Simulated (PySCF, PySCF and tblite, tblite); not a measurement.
# C4H5FO2: a path driven as rotation about a bond, and NMR exchange, part 1 of 3

How fast is rotation about a bond in C4H5FO2 (`CC(=O)/C=C(\O)F`), and when do the exchanging lines merge?

Computed with tblite 0.8.0 (tight binding) and PySCF 2.14.0 (DFT, with response routines of our own); each step states its level. Atoms count from 0 throughout.

## Step 1: The molecule as given

12 atoms, charge 0, multiplicity 1; geometry from: force field or distance geometry start.

Bonds of the start (Å): C0–C1 1.49, C0–H7 1.09, C0–H8 1.09, C0–H9 1.10, C1–C3 1.48, C1–O2 1.23, C3–C4 1.34, C3–H10 1.09, C4–F6 1.35, C4–O5 1.37, O5–H11 0.98.

## Step 2: GFN2-xTB relaxation, start minimum

What the job is given:

```
{"job": {"xc": "GFN2-xTB", "basis": "xTB", "kind": "relax"}, "charge": 0, "multiplicity": 1}
C     -1.912000    -0.061600     0.112100
C     -0.492700     0.401000     0.157700
O     -0.178200     1.581100     0.289400
C      0.569600    -0.627600     0.064900
C      1.868800    -0.318400     0.121000
O      2.352600     0.960800     0.239700
F      2.761200    -1.325300     0.016600
H     -2.405800     0.410900    -0.741400
H     -1.986800    -1.147800     0.008200
H     -2.429000     0.231700     1.042500
H      0.269200    -1.671700    -0.031800
H      1.584300     1.566200     0.298300
```

Launch:

```
$ OMP_NUM_THREADS=1 python ens_run.py task.json out
```

This one command runs the whole study; its stages follow in the order run.

Log:

```text
step      E/eV     max force
  0    -651.81181    2.724
  1    -651.92811    1.465
  2    -651.96610    0.653
  3    -651.98709    0.487
  4    -651.99749    0.279
  5    -652.00039    0.177
  6    -652.00303    0.165
  7    -652.00508    0.171
  8    -652.00765    0.156
  9    -652.01071    0.156
 10    -652.01339    0.123
 11    -652.01528    0.109
 12    -652.01672    0.112
 13    -652.01830    0.107
 14    -652.02006    0.118
 15    -652.02146    0.093
 16    -652.02211    0.061
 17    -652.02235    0.045
 18    -652.02249    0.046
 19    -652.02262    0.033
 20    -652.02273    0.030
 21    -652.02280    0.025
 22    -652.02286    0.026
 23    -652.02292    0.028
 24    -652.02298    0.023
 25    -652.02303    0.017
 26    -652.02305    0.014
 27    -652.02306    0.009
 28    -652.02307    0.006
 29    -652.02307    0.004
 30    -652.02307    0.004
 31    -652.02308    0.003
 32    -652.02308    0.002
 33    -651.93915    1.434
 34    -652.00254    0.675
 35    -652.02151    0.487
 36    -652.02508    0.264
 37    -652.02668    0.091
 38    -652.02696    0.066
 39    -652.02715    0.031
 40    -652.02722    0.032
 41    -652.02728    0.020
 42    -652.02733    0.016
 43    -652.02736    0.016
 44    -652.02740    0.017
 45    -652.02744    0.019
 46    -652.02748    0.022
 47    -652.02753    0.023
 48    -652.02759    0.025
 49    -652.02768    0.032
 50    -652.02779    0.032
 51    -652.02791    0.032
 52    -652.02805    0.031
 53    -652.02819    0.034
 54    -652.02835    0.047
 55    -652.02855    0.059
 56    -652.02884    0.065
 57    -652.02918    0.066
 58    -652.02955    0.058
 59    -652.02998    0.063
 60    -652.03059    0.099
 61    -652.03153    0.123
 62    -652.03273    0.113
 63    -652.03397    0.102
 64    -652.03487    0.085
 65    -652.02371    0.511
 66    -652.03580    0.104
 67    -652.03623    0.088
 68    -652.03807    0.064
 69    -652.03840    0.068
 70    -652.03918    0.061
 71    -652.03988    0.075
 72    -652.04032    0.056
 73    -652.04079    0.058
 74    -652.04167    0.069
 75    -652.04231    0.063
 76    -652.04322    0.076
 77    -652.04369    0.054
 78    -652.04399    0.071
 79    -652.04422    0.037
 80    -652.04438    0.022
 81    -652.04453    0.025
 82    -652.04462    0.021
 83    -652.04469    0.023
 84    -652.04480    0.040
 85    -652.04496    0.058
 86    -652.04519    0.067
 87    -652.04545    0.053
 88    -652.04567    0.030
 89    -652.04583    0.025
 90    -652.04595    0.034
 91    -652.04607    0.037
 92    -652.04615    0.023
 93    -652.04620    0.025
 94    -652.04622    0.025
 95    -652.04626    0.021
 96    -652.04630    0.018
 97    -652.04635    0.015
 98    -652.04637    0.013
 99    -652.04639    0.009
100    -652.04640    0.008
101    -652.04641    0.008
102    -652.04642    0.007
103    -652.04643    0.007
104    -652.04644    0.004
105    -652.04645    0.004
106    -652.04645    0.005
107    -652.04645    0.002
```

Run time: 0.34 s. Hardware: 1 thread of AMD EPYC 7R13, shared host.

The energy fell by 0.235 eV, and the atoms moved 0.47 Å (root mean square).

## Step 3: Relaxed scan, rotation

What the job is given:

```
{"job": {"xc": "GFN2-xTB", "basis": "xTB", "coordinate": [["t", [0, 1, 3, 4], 0.25], ["t", [0, 1, 3, 10], 0.25], ["t", [2, 1, 3, 4], 0.25], ["t", [2, 1, 3, 10], 0.25]], "kind": "drive"}, "charge": 0, "multiplicity": 1}
C     -1.889940    -0.042979     0.122152
C     -0.453617     0.374242     0.233162
O     -0.132205     1.520169     0.557477
C      0.536962    -0.633719    -0.059391
C      1.842110    -0.287483     0.030281
O      2.298901     0.883538     0.360181
F      2.802270    -1.174249    -0.228979
H     -2.091854    -0.395541    -0.887145
H     -2.087133    -0.862562     0.810146
H     -2.541582     0.794395     0.355086
H      0.248177    -1.629042    -0.340773
H      1.470844     1.458579     0.528961
```

Log:

```text
point  coordinate     E/eV
  0    104.100     -651.99960
  1    118.500     -651.87060
  2    133.400     -651.69354
  3    148.700     -651.52669
  4    164.200     -651.41115
  5    179.700     -651.35528
  6    195.100     -651.35473
  7    210.200     -651.38691
  8    225.100     -651.41748
  9    240.300     -651.48925
 10    255.100     -651.52003
 11    269.900     -651.53064
```

Wall time 2.7 s (1 thread of AMD EPYC 7R13, shared host).

The highest point is number 6, 14.9 kcal/mol above the first.

## Step 4: Nudged elastic band, leg 1

The job, as its differences from that of step 3:

```diff
@@ -1,2 +1,2 @@
-{"job": {"xc": "GFN2-xTB", "basis": "xTB", "coordinate": [["t", [0, 1, 3, 4], 0.25], ["t", [0, 1, 3, 10], 0.25], ["t", [2, 1, 3, 4], 0.25], ["t", [2, 1, 3, 10], 0.25]], "kind": "drive"}, "charge": 0, "multiplicity": 1}
+{"job": {"xc": "GFN2-xTB", "basis": "xTB", "kind": "neb"}, "charge": 0, "multiplicity": 1}
 C     -1.889940    -0.042979     0.122152
```

Log:

```text
image   E - E0 / eV
  0       0.0000
  1       0.2581
  2       0.6143
  3       0.6910
  4       0.6211
  5       0.5496
  6       0.5149
```

It took 1.4 s on 1 thread of AMD EPYC 7R13, shared host.

The highest point is number 3, 15.9 kcal/mol above the first.

## Step 5: Saddle search, leg 1

What the job is given:

```
{"job": {"xc": "GFN2-xTB", "basis": "xTB", "kind": "saddle"}, "charge": 0, "multiplicity": 1}
C     -1.591942     0.057682     0.330906
C     -0.563929     0.513483    -0.674226
O     -0.691460     1.501996    -1.348549
C      0.613597    -0.399998    -0.792454
C      1.597061    -0.446122     0.094674
O      1.769478     0.288980     1.203280
F      2.614082    -1.301654    -0.048046
H     -2.153337    -0.758658    -0.123281
H     -1.124114    -0.327113     1.233474
H     -2.282521     0.863285     0.567099
H      0.668502    -1.014036    -1.675677
H      1.144584     1.022155     1.232800
```

Log:

```text
step      E/eV     max force
  0    -651.35548   0.0230
  1    -651.35223   0.1132
  2    -651.35416   0.0349
  3    -651.35317   0.0288
  4    -651.35176   0.0932
  5    -651.35268   0.0132
  6    -651.35209   0.0147
  7    -651.35163   0.0394
  8    -651.35191   0.0086
  9    -651.35169   0.0114
 10    -651.35156   0.0157
 11    -651.35155   0.0014
lowest wavenumbers (cm-1): -91.2 112.5 124.3 137.7 339.4 353.9
```

Wall time 2.3 s (1 thread of AMD EPYC 7R13, shared host).

Point group C1; 1 imaginary mode, 91i cm⁻¹, carried by O2, O5, C0. Steps downhill from it reached both ends.

## Step 6: Shieldings, start: PBE0/pcSseg-1

What the job is given:

```
{"job": {"kind": "nmr", "xc": "PBE0", "basis": "pcSseg-1", "pop": false}, "charge": 0, "multiplicity": 1}
C     -1.889940    -0.042979     0.122152
C     -0.453617     0.374242     0.233162
O     -0.132205     1.520169     0.557477
C      0.536962    -0.633719    -0.059391
C      1.842110    -0.287483     0.030281
O      2.298901     0.883538     0.360181
F      2.802270    -1.174249    -0.228979
H     -2.091854    -0.395541    -0.887145
H     -2.087133    -0.862562     0.810146
H     -2.541582     0.794395     0.355086
H      0.248177    -1.629042    -0.340773
H      1.470844     1.458579     0.528961
```

Log:

```text
coarse grid: 10704 points
cycle   1  E = -405.0050903094  dE =  1.259e+00  |g| = 9.951e-01  |ddm| = 3.105e+00
cycle   2  E = -404.5817349110  dE =  4.234e-01  |g| = 1.787e+00  |ddm| = 2.063e+00
cycle   3  E = -405.1744389444  dE = -5.927e-01  |g| = 2.726e-01  |ddm| = 1.642e+00
cycle   4  E = -405.1885384599  dE = -1.410e-02  |g| = 8.296e-02  |ddm| = 2.588e-01
cycle   5  E = -405.1895904899  dE = -1.052e-03  |g| = 2.594e-02  |ddm| = 5.944e-02
cycle   6  E = -405.1897243611  dE = -1.339e-04  |g| = 7.225e-03  |ddm| = 2.098e-02
cycle   7  E = -405.1897330325  dE = -8.671e-06  |g| = 2.725e-03  |ddm| = 5.933e-03
final grid: 105712 points
cycle   8  E = -405.2547424099  dE = -9.601e-06  |g| = 1.553e-02  |ddm| = 2.380e-02
cycle   9  E = -405.2546258323  dE =  1.166e-04  |g| = 2.910e-02  |ddm| = 3.110e-02
cycle  10  E = -405.2547867186  dE = -1.609e-04  |g| = 1.877e-03  |ddm| = 2.211e-02
cycle  11  E = -405.2547873584  dE = -6.398e-07  |g| = 4.715e-04  |ddm| = 1.556e-03
cycle  12  E = -405.2547873961  dE = -3.767e-08  |g| = 1.577e-04  |ddm| = 4.350e-04
cycle  13  E = -405.2547874013  dE = -5.220e-09  |g| = 3.867e-05  |ddm| = 1.362e-04
cycle  14  E = -405.2547874016  dE = -2.794e-10  |g| = 1.138e-05  |ddm| = 3.302e-05
converged SCF energy = -405.2547874016

GIAO shielding tensors (ppm)
atom      isotropic    diamagn.    paramagn.     s11        s22        s33       span
  0 C      156.183     250.403     -94.220    136.411    140.625    191.511     55.100
  1 C      -19.011     249.787    -268.798    -96.055    -71.454    110.477    206.533
  2 O     -149.903     402.265    -552.168   -520.336   -271.821    342.448    862.785
  3 C      103.469     261.774    -158.304     33.293    126.400    150.715    117.422
  4 C        2.566     250.116    -247.549    -87.169     32.132     62.736    149.905
  5 O      154.862     394.936    -240.073     16.078    198.776    249.733    233.656
  6 F      218.835     472.156    -253.321    136.190    240.036    280.279    144.089
  7 H       29.301      29.505      -0.204     25.994     28.643     33.266      7.272
  8 H       29.294      29.212       0.082     26.007     28.592     33.284      7.278
  9 H       29.599      28.818       0.781     25.996     28.033     34.767      8.770
 10 H       26.498      33.539      -7.040     24.075     25.089     30.332      6.257
 11 H       16.458      30.333     -13.875      4.679     13.770     30.924     26.244
```

It took 11 s on 1 thread of AMD EPYC 7R13, shared host; peak memory 0.71 GiB.

In short: HOMO -7.53 eV, LUMO -1.37 eV; dipole 2.66 D.

## Step 7: Shieldings, saddle of leg 1: PBE0/pcSseg-1

What the job is given:

```
{"job": {"kind": "nmr", "xc": "PBE0", "basis": "pcSseg-1", "pop": false}, "charge": 0, "multiplicity": 1}
C     -1.628771     0.042447     0.304873
C     -0.557213     0.538099    -0.631316
O     -0.623232     1.583175    -1.223603
C      0.598810    -0.402919    -0.772262
C      1.612552    -0.447526     0.078662
O      1.829185     0.296609     1.173878
F      2.606782    -1.327534    -0.079400
H     -2.078406    -0.851812    -0.123283
H     -1.195367    -0.236059     1.263274
H     -2.395482     0.800516     0.441841
H      0.602784    -1.044484    -1.637285
H      1.228360     1.049489     1.204622
```

Log:

```text
coarse grid: 10704 points
cycle   1  E = -404.9462529549  dE =  1.221e+00  |g| = 1.028e+00  |ddm| = 3.105e+00
cycle   2  E = -404.4783898849  dE =  4.679e-01  |g| = 1.881e+00  |ddm| = 2.455e+00
cycle   3  E = -405.1306214860  dE = -6.522e-01  |g| = 2.819e-01  |ddm| = 1.946e+00
cycle   4  E = -405.1454226964  dE = -1.480e-02  |g| = 9.092e-02  |ddm| = 2.548e-01
cycle   5  E = -405.1468199868  dE = -1.397e-03  |g| = 2.800e-02  |ddm| = 7.352e-02
cycle   6  E = -405.1469932088  dE = -1.732e-04  |g| = 7.387e-03  |ddm| = 2.527e-02
cycle   7  E = -405.1470027612  dE = -9.552e-06  |g| = 3.196e-03  |ddm| = 6.972e-03
cycle   8  E = -405.1470048288  dE = -2.068e-06  |g| = 6.840e-04  |ddm| = 2.806e-03
final grid: 105712 points
cycle   9  E = -405.2148507293  dE = -1.623e-05  |g| = 1.299e-02  |ddm| = 2.317e-02
cycle  10  E = -405.2147670661  dE =  8.366e-05  |g| = 2.481e-02  |ddm| = 2.546e-02
cycle  11  E = -405.2148813103  dE = -1.142e-04  |g| = 2.347e-03  |ddm| = 1.858e-02
cycle  12  E = -405.2148823533  dE = -1.043e-06  |g| = 3.169e-04  |ddm| = 1.641e-03
cycle  13  E = -405.2148823673  dE = -1.394e-08  |g| = 1.304e-04  |ddm| = 2.895e-04
cycle  14  E = -405.2148823706  dE = -3.291e-09  |g| = 3.184e-05  |ddm| = 1.074e-04
cycle  15  E = -405.2148823708  dE = -1.955e-10  |g| = 1.294e-05  |ddm| = 3.792e-05
converged SCF energy = -405.2148823708

GIAO shielding tensors (ppm)
atom      isotropic    diamagn.    paramagn.     s11        s22        s33       span
  0 C      150.115     253.210    -103.096    127.920    131.460    190.964     63.044
  1 C      -19.163     248.150    -267.313   -111.052    -46.200     99.764    210.816
  2 O     -404.220     399.158    -803.378  -1079.866   -464.501    331.706   1411.572
  3 C      100.741     264.055    -163.314     42.923    121.301    137.998     95.074
  4 C       18.478     248.074    -229.596    -73.244     59.734     68.943    142.187
  5 O      210.734     391.629    -180.894    154.693    218.351    259.159    104.466
  6 F      258.980     472.627    -213.647    199.092    263.430    314.417    115.325
  7 H       29.092      29.646      -0.554     26.280     28.543     32.452      6.171
  8 H       29.253      31.436      -2.183     26.542     30.213     31.003      4.461
  9 H       29.609      29.753      -0.145     26.480     27.434     34.911      8.431
 10 H       26.889      31.395      -4.505     25.422     27.063     28.183      2.761
 11 H       27.099      33.522      -6.423     19.964     26.192     35.141     15.178
```

Wall time 11 s (1 thread of AMD EPYC 7R13, shared host); peak memory 0.72 GiB.

Key values: HOMO -7.31 eV, LUMO -1.07 eV; dipole 2.31 D.

(Continued in part 2 of 3.)
